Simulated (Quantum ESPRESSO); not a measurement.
# SiC4 (Im-3m) in Quantum ESPRESSO: notebook

One crystal, SiC4, is run at these levels: revPBE, vdW-DF-cx; tasks: phonons.

Program: Quantum ESPRESSO 7.5. These are calculated values, not measurements. Logs are shortened: lines on timing, memory, paths and dates and some standing lists are left out, and cuts for length are marked.

## 1. The crystal as given

Symmetry: Im-3m, No. 229, cubic system. Conventional cell: a = 4.376 Å, b = 4.376 Å, c = 4.376 Å, α = 90.00°, β = 90.00°, γ = 90.00°. Si (site symmetry m-3m) has 8 C at 1.90 Å as nearest neighbours. C (site symmetry -3m) is surrounded by 2 Si at 1.90 Å.

The cell was built by a generator and needn't be a form met in nature.

## 2. Phonons, revPBE

The input, pw.in:

```
&CONTROL
  calculation = 'scf'
  prefix = 'pwscf'
  outdir = './tmp'
  pseudo_dir = './pseudo'
  tprnfor = .true.
  tstress = .true.
  disk_io = 'low'
/
&SYSTEM
  ibrav = 0
  nat = 5
  ntyp = 2
  ecutwfc = 82
  nbnd = 16
  input_dft = 'revpbe'
  occupations = 'smearing'
  smearing = 'mv'
  degauss = 0.01469973
/
&ELECTRONS
  conv_thr = 1d-09
  electron_maxstep = 120
  mixing_beta = 0.5
/
ATOMIC_SPECIES
Si    28.0850 Si.upf
C     12.0110 C.upf
CELL_PARAMETERS angstrom
  -2.1882200000    2.1882200000    2.1882200000
   2.1882200000   -2.1882200000    2.1882200000
   2.1882200000    2.1882200000   -2.1882200000
ATOMIC_POSITIONS crystal
Si     0.0000000000    0.0000000000    0.0000000000
C      0.0000000000    0.0000000000    0.5000000000
C      0.0000000000    0.5000000000    0.0000000000
C      0.5000000000    0.0000000000    0.0000000000
C      0.5000000000    0.5000000000    0.5000000000
K_POINTS automatic
9 9 9 0 0 0
```

The input, relax.in:

```
&CONTROL
  calculation = 'vc-relax'
  prefix = 'pwscf'
  outdir = './tmp'
  pseudo_dir = './pseudo'
  tprnfor = .true.
  tstress = .true.
  disk_io = 'low'
  nstep = 40
  forc_conv_thr = 0.0001
  etot_conv_thr = 1d-06
/
&SYSTEM
  ibrav = 0
  nat = 5
  ntyp = 2
  ecutwfc = 82
  nbnd = 16
  input_dft = 'revpbe'
  occupations = 'smearing'
  smearing = 'mv'
  degauss = 0.01469973
/
&ELECTRONS
  conv_thr = 1d-09
  electron_maxstep = 120
  mixing_beta = 0.5
/
&IONS
  ion_dynamics = 'bfgs'
/
&CELL
  cell_dynamics = 'bfgs'
  press = 0
  press_conv_thr = 0.2
/
ATOMIC_SPECIES
Si    28.0850 Si.upf
C     12.0110 C.upf
CELL_PARAMETERS angstrom
  -2.1882200000    2.1882200000    2.1882200000
   2.1882200000   -2.1882200000    2.1882200000
   2.1882200000    2.1882200000   -2.1882200000
ATOMIC_POSITIONS crystal
Si     0.0000000000    0.0000000000    0.0000000000
C      0.0000000000    0.0000000000    0.5000000000
C      0.0000000000    0.5000000000    0.0000000000
C      0.5000000000    0.0000000000    0.0000000000
C      0.5000000000    0.5000000000    0.5000000000
K_POINTS automatic
9 9 9 0 0 0
```

The input, scf2.in:

```
&CONTROL
  calculation = 'scf'
  prefix = 'pwscf'
  outdir = './tmp'
  pseudo_dir = './pseudo'
  tprnfor = .true.
  tstress = .true.
  disk_io = 'low'
/
&SYSTEM
  ibrav = 0
  nat = 5
  ntyp = 2
  ecutwfc = 82
  nbnd = 16
  input_dft = 'revpbe'
  occupations = 'smearing'
  smearing = 'mv'
  degauss = 0.01469973
/
&ELECTRONS
  conv_thr = 1d-13
  electron_maxstep = 120
  mixing_beta = 0.5
  startingpot = 'file'
  startingwfc = 'file'
/
ATOMIC_SPECIES
Si    28.0850 Si.upf
C     12.0110 C.upf
CELL_PARAMETERS angstrom
  -2.1964795330    2.1964795330    2.1964795330
   2.1964795330   -2.1964795330    2.1964795330
   2.1964795330    2.1964795330   -2.1964795330
ATOMIC_POSITIONS crystal
Si     0.0000000000    0.0000000000    0.0000000000
C      0.0000000000    0.0000000000    0.5000000000
C      0.0000000000    0.5000000000    0.0000000000
C      0.5000000000    0.0000000000    0.0000000000
C      0.5000000000    0.5000000000    0.5000000000
K_POINTS automatic
9 9 9 0 0 0
```

The input, ph.in:

```
phonons of SiC4
&INPUTPH
  prefix = 'pwscf'
  outdir = './tmp'
  tr2_ph = 1d-18
  fildyn = 'dyn'
  niter_ph = 90
  alpha_mix(1) = 0.4
/
0.0000000000 0.0000000000 0.0000000000
```

The input, dynmat.in:

```
&INPUT
  fildyn = 'dyn'
  asr = 'crystal'
  filout = 'dynmat.disp'
  fileig = 'dynmat.eig'
/
```

Potentials or basis: PseudoDojo 0.4.1 SR PBE standard.

Started as:

```sh
> OMP_NUM_THREADS=1 mpirun -n 4 pw.x -nk 4 -in pw.in > pw.out
> OMP_NUM_THREADS=1 mpirun -n 4 pw.x -nk 4 -in relax.in > relax.out
> OMP_NUM_THREADS=1 mpirun -n 4 pw.x -nk 4 -in scf2.in > scf2.out
> OMP_NUM_THREADS=1 mpirun -n 4 ph.x -nk 4 -in ph.in > ph.out
> OMP_NUM_THREADS=1 mpirun -n 1 dynmat.x -in dynmat.in > dynmat.out
```

pw.out:

```text
This program is part of the open-source Quantum ESPRESSO suite
     for quantum simulation of materials; please cite
         "P. Giannozzi et al., J. Phys.:Condens. Matter 21 395502 (2009);
         "P. Giannozzi et al., J. Phys.:Condens. Matter 29 465901 (2017);
         "P. Giannozzi et al., J. Chem. Phys. 152 154105 (2020);
     in publications or presentations arising from this work. More details at

     IMPORTANT: XC functional enforced from input :
     Exchange-correlation= REVPBE
                           (   1   4   4   4   0   0   0)
     Any further DFT definition will be discarded
     Please, verify this is what you really want

     Message from routine setup:
     using ibrav=0 with symmetry is DISCOURAGED, use correct ibrav instead

     K-points division:     npool     =       4
     Subspace diagonalization in iterative solution of the eigenvalue problem:
     a serial algorithm will be used

     G-vector sticks info
     --------------------
     sticks:   dense  smooth     PW     G-vecs:    dense   smooth      PW
     Sum        1259    1259    375                28483    28483    4537

     Using Slab Decomposition

     bravais-lattice index     =            0
     lattice parameter (alat)  =       7.1623  a.u.
     unit-cell volume          =     282.8326 (a.u.)^3
     number of atoms/cell      =            5
     number of atomic types    =            2
     number of electrons       =        20.00
     number of Kohn-Sham states=           16
     kinetic-energy cutoff     =      82.0000  Ry
     charge density cutoff     =     328.0000  Ry
     scf convergence threshold =      1.0E-09
     mixing beta               =       0.5000
     number of iterations used =            8  plain     mixing
     Exchange-correlation= REVPBE
                           (   1   4   4   4   0   0   0)

     celldm(1)=   7.162267  celldm(2)=   0.000000  celldm(3)=   0.000000
     celldm(4)=   0.000000  celldm(5)=   0.000000  celldm(6)=   0.000000

     crystal axes: (cart. coord. in units of alat)
               a(1) = (  -0.577350   0.577350   0.577350 )
               a(2) = (   0.577350  -0.577350   0.577350 )
               a(3) = (   0.577350   0.577350  -0.577350 )

     reciprocal axes: (cart. coord. in units 2 pi/alat)
               b(1) = ( -0.000000  0.866025  0.866025 )
               b(2) = (  0.866025 -0.000000  0.866025 )
               b(3) = (  0.866025  0.866025  0.000000 )

     PseudoPot. # 1 for Si read from file:
     Si.upf
     Pseudo is Norm-conserving + core correction, Zval =  4.0
     Generated using ONCVPSP code by D. R. Hamann
     Using radial grid of 1510 points,  6 beta functions with:
                l(1) =   0
                l(2) =   0
                l(3) =   1
                l(4) =   1
                l(5) =   2
                l(6) =   2

     PseudoPot. # 2 for C  read from file:
     C.upf
     Pseudo is Norm-conserving + core correction, Zval =  4.0
     Generated using ONCVPSP code by D. R. Hamann
     Using radial grid of 1248 points,  4 beta functions with:
                l(1) =   0
                l(2) =   0
                l(3) =   1
                l(4) =   1

     atomic species   valence    mass     pseudopotential
     Si                4.00    28.08500     Si( 1.00)
     C                 4.00    12.01100     C ( 1.00)

     48 Sym. Ops., with inversion, found

   Cartesian axes

     site n.     atom                  positions (alat units)
         1        Si     tau(   1) = (   0.0000000   0.0000000   0.0000000  )
         2        C      tau(   2) = (   0.2886751   0.2886751  -0.2886751  )
         3        C      tau(   3) = (   0.2886751  -0.2886751   0.2886751  )
         4        C      tau(   4) = (  -0.2886751   0.2886751   0.2886751  )
         5        C      tau(   5) = (   0.2886751   0.2886751   0.2886751  )

     number of k points=    35  Marzari-Vanderbilt smearing, width (Ry)=  0.0147
                       cart. coord. in units 2pi/alat
        k(    1) = (   0.0000000   0.0000000   0.0000000), wk =   0.0027435
        k(    2) = (   0.0962250   0.0962250   0.0000000), wk =   0.0329218
        k(    3) = (   0.1924501   0.1924501   0.0000000), wk =   0.0329218
        k(    4) = (   0.2886751   0.2886751   0.0000000), wk =   0.0329218
        k(    5) = (   0.3849002   0.3849002   0.0000000), wk =   0.0329218
        k(    6) = (   0.1924501   0.0962250   0.0962250), wk =   0.0658436
[... 27 lines left out ...]
        k(   34) = (  -0.7698004  -0.0962250  -0.0962250), wk =   0.0219479
        k(   35) = (   0.0000000   0.0000000   0.7698004), wk =   0.0164609

     Dense  grid:    28483 G-vectors     FFT dimensions: (  45,  45,  45)

     Initial potential from superposition of free atoms

     starting charge      19.9992, renormalised to      20.0000
     Starting wfcs are   20 randomized atomic wfcs

     Self-consistent Calculation

     iteration #  1     ecut=    82.00 Ry     beta= 0.50
     Davidson diagonalization with overlap
     ethr =  1.00E-02,  avg # of iterations =  2.1

     Threshold (ethr) on eigenvalues was too large:
     Diagonalizing with lowered threshold

     Davidson diagonalization with overlap
     ethr =  4.93E-04,  avg # of iterations =  1.9

     total energy              =     -55.66408173 Ry
     estimated scf accuracy    <       0.10492466 Ry

     iteration #  2     ecut=    82.00 Ry     beta= 0.50
     Davidson diagonalization with overlap
     ethr =  5.25E-04,  avg # of iterations =  1.0
[... 43 lines left out ...]
     total energy              =     -55.66653689 Ry
     estimated scf accuracy    <          1.5E-09 Ry

     iteration #  9     ecut=    82.00 Ry     beta= 0.50
     Davidson diagonalization with overlap
     ethr =  7.49E-12,  avg # of iterations =  4.9

     End of self-consistent calculation

          k = 0.0000 0.0000 0.0000 (  3559 PWs)   bands (ev):

    -7.8525   2.4149   2.4149   2.4149   2.5429   2.5429   2.5429   6.2386
     6.2386   6.2386  11.7727  13.8604  13.8604  13.8604  15.7551  15.9987

          k = 0.0962 0.0962 0.0000 (  3535 PWs)   bands (ev):

    -7.7004   1.0188   1.3817   2.2581   2.4491   3.3481   3.8200   6.2599
     6.4245   6.7714  12.2831  13.2297  13.4750  13.9543  15.4581  16.5158
[... 58 lines left out ...]
    -6.2433  -2.2082  -0.8925  -0.2650   4.1620   4.5944   6.6013   7.4606
     8.1090   9.0552  10.6709  11.5019  12.6105  13.2741  14.9090  15.5048

          k = 0.3849 0.3849 0.1925 (  3554 PWs)   bands (ev):

    -5.4020  -3.4293  -1.2914  -0.4777   4.2846   4.6758   8.0383   8.0527
     8.7191   9.2781  10.6801  10.8083  11.1627  13.3664  13.8958  14.6815

          k =-0.0000-0.0000 0.1925 (  3552 PWs)   bands (ev):

    -7.5487   0.6958   0.6958   1.7815   2.7914   3.8991   3.8991   5.5690
     7.3318   7.3318  11.9288  12.7261  14.0458  14.0458  15.1486  17.0171

          k = 0.3849 0.2887 0.2887 (  3548 PWs)   bands (ev):

    -5.4783  -2.8106  -1.9112  -0.8510   4.6871   5.7559   7.0930   7.8817
     9.2763   9.4972   9.9564  11.1948  11.5124  12.7061  13.6881  14.2145

          k = 0.4811 0.3849 0.2887 (  3545 PWs)   bands (ev):

    -4.9394  -3.2946  -2.3287  -0.9887   4.8429   6.1902   7.6640   8.2693
     8.7645   9.9211  10.2664  10.7572  11.4053  12.5586  13.1854  13.2151

          k = 0.0000-0.0962 0.2887 (  3556 PWs)   bands (ev):

    -7.0988  -0.6465  -0.0868   1.6037   2.5401   4.2244   5.0810   5.2479
     8.3364   8.6125  10.3077  13.7816  13.9078  14.2369  14.3197  16.3643

          k =-0.0000-0.1925 0.3849 (  3552 PWs)   bands (ev):

    -6.3744  -2.2310  -0.6330   1.6359   2.1195   4.2318   5.4371   6.7130
     8.7070   9.3212  10.1952  12.8715  12.9528  14.7341  15.3396  15.6755

          k = 0.0962-0.0962 0.3849 (  3548 PWs)   bands (ev):

    -6.5121  -1.4968  -1.0710   1.3326   2.5389   4.6342   5.2375   5.7292
     8.5908   9.7959   9.8003  13.0947  14.0362  14.2666  15.1924  15.7057

          k = 0.0000-0.2887 0.4811 (  3544 PWs)   bands (ev):

    -5.4988  -3.5773  -0.9103   1.6439   1.8813   4.2199   5.9639   7.4506
     8.2612  10.1399  11.4199  11.7761  12.0727  14.0331  15.2828  15.8971

          k = 0.0962-0.1925 0.4811 (  3542 PWs)   bands (ev):

    -5.6892  -2.7887  -1.6068   1.3680   2.3261   4.7460   5.5499   7.0052
     7.2332  10.8172  11.3967  11.6353  13.4454  14.6329  14.7855  16.0129

          k =-0.7698-0.2887-0.2887 (  3546 PWs)   bands (ev):

    -5.0381  -3.6479  -1.7589   1.3879   2.2419   4.9797   5.7596   6.2462
     8.1367  10.6486  11.3879  12.5313  12.9779  13.7639  15.3005  15.3469

          k =-0.6736-0.1925-0.2887 (  3540 PWs)   bands (ev):

    -4.9139  -3.1391  -2.6438   1.4356   2.3268   4.9712   5.8173   6.6703
     7.3847  10.3718  12.2354  12.3070  13.8563  13.9407  14.4848  15.1570

          k = 0.3849 0.3849 0.3849 (  3544 PWs)   bands (ev):

    -4.8681  -2.9122  -2.1351  -2.1351   6.2103   6.2103   7.1873   9.4702
     9.4702   9.5634  10.0731  10.5526  10.5526  12.1611  12.5727  12.5727

          k = 0.0000 0.0000 0.3849 (  3548 PWs)   bands (ev):

    -6.6530  -0.8598  -0.8598   0.5114   3.5336   4.2853   4.9771   4.9771
     8.4572   9.8708   9.8708  13.3564  14.5570  14.5570  14.6272  16.0104

          k =-0.0000-0.0962 0.4811 (  3534 PWs)   bands (ev):

    -5.9353  -1.9881  -1.4047   0.3331   3.5282   3.9360   5.3881   6.1708
     6.7972  11.1622  11.3706  12.0705  14.4788  14.9399  15.4084  15.8982

          k = 0.0000-0.1925 0.5774 (  3549 PWs)   bands (ev):

    -5.0654  -3.2407  -1.6820   0.4166   3.3489   4.1486   5.4412   5.6553
     7.6308  10.7071  12.1092  12.8377  13.9748  14.4776  15.4499  16.0358

          k = 0.0962-0.0962 0.5774 (  3544 PWs)   bands (ev):

    -5.1302  -2.5547  -2.1775   0.1605   3.6975   3.7366   5.2931   6.2456
     6.7833  10.7824  12.5869  12.5951  14.8438  14.8618  15.0673  16.2067

          k =-0.7698-0.1925-0.1925 (  3532 PWs)   bands (ev):

    -4.4965  -3.2207  -2.4245   0.2287   3.7033   3.9236   4.4529   6.5152
     7.5297   9.9087  13.1631  13.6140  14.2019  14.7128  15.5212  15.6347

          k =-0.0000-0.0000 0.5774 (  3520 PWs)   bands (ev):

    -5.2293  -1.9505  -1.9505  -0.7142   3.1944   4.7560   5.1204   6.1018
     6.1018  10.9653  12.6903  12.6903  15.2313  15.2754  15.2754  16.5745

          k = 0.0000-0.0962 0.6736 (  3532 PWs)   bands (ev):

    -4.3656  -2.7780  -2.2284  -0.8258   3.0882   3.8992   4.9736   6.4713
     7.1362   9.7538  13.6679  13.8659  14.7762  15.3801  15.7230  16.2351

          k =-0.7698-0.0962-0.0962 (  3525 PWs)   bands (ev):

    -3.8064  -2.7414  -2.7414  -1.0185   3.1244   3.1244   5.3018   7.1271
     7.1271   9.0693  14.3269  14.3269  14.5098  15.8161  15.9440  15.9440

          k = 0.0000 0.0000 0.7698 (  3540 PWs)   bands (ev):

    -3.4755  -2.5066  -2.5066  -1.8900   2.6025   2.8627   6.4104   6.9884
     6.9884   8.6143  14.5357  14.5357  14.8099  16.0812  16.0812  16.3054

     the Fermi energy is    10.4208 ev

!    total energy              =     -55.66653689 Ry
     estimated scf accuracy    <          9.4E-10 Ry
     smearing contrib. (-TS)   =      -0.00072096 Ry
     internal energy E=F+TS    =     -55.66581593 Ry

     The total energy is F=E-TS. E is the sum of the following terms:
     one-electron contribution =      16.78919758 Ry
     hartree contribution      =       4.38133226 Ry
     xc contribution           =     -19.67671941 Ry
     ewald contribution        =     -57.15962636 Ry

     convergence has been achieved in   9 iterations

     Forces acting on atoms (cartesian axes, Ry/au):

     atom    1 type  1   force =     0.00000000    0.00000000    0.00000000
     atom    2 type  2   force =     0.00000000    0.00000000    0.00000000
     atom    3 type  2   force =    -0.00000000    0.00000000   -0.00000000
     atom    4 type  2   force =     0.00000000   -0.00000000   -0.00000000
     atom    5 type  2   force =     0.00000000    0.00000000    0.00000000

     Total force =     0.000000     Total SCF correction =     0.000000

     Computing stress (Cartesian axis) and pressure

          total   stress  (Ry/bohr**3)                   (kbar)     P=       19.20
   0.00013051   0.00000000   0.00000000           19.20        0.00        0.00
   0.00000000   0.00013051   0.00000000            0.00       19.20        0.00
   0.00000000   0.00000000   0.00013051            0.00        0.00       19.20

=------------------------------------------------------------------------------=
   JOB DONE.
=------------------------------------------------------------------------------=
```

Wall time 8.2 min (4 MPI ranks of Arm Neoverse V1, shared host); peak memory 0.44 GiB.

What came out:

- Free energy: -757.3851 eV
- Relaxed volume: 8.48 Å³/atom
- Relaxed cell: a = 3.804 Å, b = 3.804 Å, c = 3.804 Å, α = 109.47°, β = 109.47°, γ = 109.47°
- Space group after relaxing (to 0.05 Å): Im-3m (No. 229)
- Pressure after relaxing: 0.0 GPa
- Band gap on the k mesh: none (metal or under the smearing width)
- Highest phonon frequency at Γ: 857 cm⁻¹
- Most unstable mode: 568i cm⁻¹

Step by step:
```tsv
step	energy change (eV)	largest force (eV/Å)	pressure (GPa)	volume (Å³)
1	0.0000	0.0000	1.92	41.91
2	-0.0028	0.0000	0.26	42.32
3	-0.0028	0.0000	0.00	42.39
4	-0.0028	0.0000	0.00	42.39
```

Final structure:
```yaml
crystal:
  lattice:
    - [-2.19648, 2.19648, 2.19648]
    - [2.19648, -2.19648, 2.19648]
    - [2.19648, 2.19648, -2.19648]
  atoms:
    - { symbol: Si, position: [0.00000, 0.00000, 0.00000] }
    - { symbol: C, position: [0.00000, 0.00000, 0.50000] }
    - { symbol: C, position: [0.00000, 0.50000, 0.00000] }
    - { symbol: C, position: [0.50000, 0.00000, 0.00000] }
    - { symbol: C, position: [0.50000, 0.50000, 0.50000] }
```

Levels at points of the mesh, in eV from the Fermi level:
| k point | band 7 | band 8 | band 9 | band 10 | band 11 | band 12 | band 13 | band 14 |
| --- | --- | --- | --- | --- | --- | --- | --- | --- |
| (0.00, 0.00, 0.00) | -7.87 | -4.11 | -4.11 | -4.11 | 1.30 | 3.41 | 3.41 | 3.41 |

Phonon frequencies in cm⁻¹ (negative: imaginary):
| q point | frequencies |
| --- | --- |
| (0.000, 0.000, 0.000) | -568 -568 -568 -509 -509 -509 1 1 1 375 375 771 857 857 857 |

Optical modes at Γ, degenerate ones joined:
| cm⁻¹ | components | symmetry | active in |
| --- | --- | --- | --- |
| 568i | 3 | T1u | IR |
| 509i | 3 | T2u | silent |
| 375 | 2 | Eu | silent |
| 771 | 1 | A2u | silent |
| 857 | 3 | T1u | IR |

Caveat: the potentials were made for another functional, which shifts forces and pressure; some modes are imaginary.

[end of part 1 of 2]
